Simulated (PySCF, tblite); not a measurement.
**C3H11OSi3 radical: geometry, infrared bands and EPR parameters**

Wanted: the infrared bands and EPR parameters of C3H11OSi3 radical (`[SiH3]O[SiH2]C[Si]1CC1`), by calculation.

Programs: tblite 0.8.0 and PySCF 2.14.0, with density-fitted response routines of our own. Each step states its level of theory. These are calculated values for one molecule in the gas phase, unless marked as measured. Atoms are numbered from 0 throughout.

### Step 1. The molecule as given

18 atoms, charge 0, multiplicity 2; geometry from: force field or distance geometry start.

Bonds of the start (Å): Si0–O1 1.72, O1–Si2 1.68, Si2–C3 1.89, C3–Si4 1.85, Si4–C5 1.85, C5–C6 1.52, C6–Si4 1.86, Si0–H7 1.48, Si0–H8 1.47, Si0–H9 1.45, Si2–H10 1.47, Si2–H11 1.49, C3–H12 1.10, C3–H13 1.10, C5–H14 1.09, C5–H15 1.12, C6–H16 1.10, C6–H17 1.12.

### Step 2. Geometry optimisation with GFN2-xTB

The job: settings as JSON, then the geometry in Å.

```
{"job": {"kind": "relax", "xc": "GFN2-xTB", "basis": "xTB"}, "charge": 0, "multiplicity": 2}
Si     2.763900    -0.627700    -0.103500
O      1.498300     0.151000     0.755200
Si     0.874600     1.511100    -0.012600
C     -0.378600     1.091200    -1.356900
Si    -1.942500     0.622300    -0.485100
C     -2.700200    -1.053600    -0.653300
C     -1.778400    -0.917200     0.552500
H      3.649300    -1.222100     0.923700
H      2.208700    -1.733100    -0.889200
H      3.557000     0.298000    -0.894500
H      1.902400     2.436000    -0.514800
H      0.113100     2.272600     1.011800
H     -0.569100     2.034800    -1.892000
H      0.004100     0.358600    -2.078300
H     -2.330900    -1.772300    -1.384100
H     -3.771600    -1.118900    -0.327700
H     -0.860000    -1.516000     0.511700
H     -2.249000    -0.808400     1.560600
```

Launch:

```
> OMP_NUM_THREADS=1 python probes_run.py task.json out
```

The driver reads the jobs from task.json and runs them one after another.

**Question.** This job is followed by: GFN2-xTB harmonic vibrations, gas phase; UKS B3LYP, pcH-1 on C H O Si, non-relativistic, mean-field spin-orbit, GIAO. Predict these results of the whole session: strongest single infrared mode (GFN2-xTB); zero-point energy (GFN2-xTB); g(iso) (B3LYP); ⟨S²⟩; largest a(iso) (averaged by class); potential on the surface of density 0.002 e/bohr³, 1st and 99th percentile.

As calculated:

```
                                                                  quantity                    value
                                 strongest single infrared mode (GFN2-xTB)    2258 cm⁻¹, 535 km/mol
                                              zero-point energy (GFN2-xTB)            78.3 kcal/mol
                                                            g(iso) (B3LYP)                  2.00509
                                                                      ⟨S²⟩       0.752 (exact 0.75)
                                        largest a(iso) (averaged by class)  29Si on Si4, -672.2 MHz
potential on the surface of density 0.002 e/bohr³, 1st and 99th percentile       -0.61 V and 1.29 V
```

In words: Relaxing lowered the energy by 0.984 eV in 210 steps; the close pair that moved most is Si0–O1, from 1.716 to 1.616 Å. The frame itself reshapes: Si0···Si2 goes from 2.86 to 3.22 Å. All 48 modes are real, so the xTB geometry is a minimum. GFN2-xTB is a fitted tight-binding method: band positions and strengths are rough. Its intensities can rank the bands wrongly. Si4 carries the largest spin population, 0.83 e. The isotropic g lies 2.8 ppt above the free-electron value. These values are for one conformer; the search (at its own cheap level) found 2 more, at 0.10, 4.10 kcal/mol, and measured spectra average over such forms.
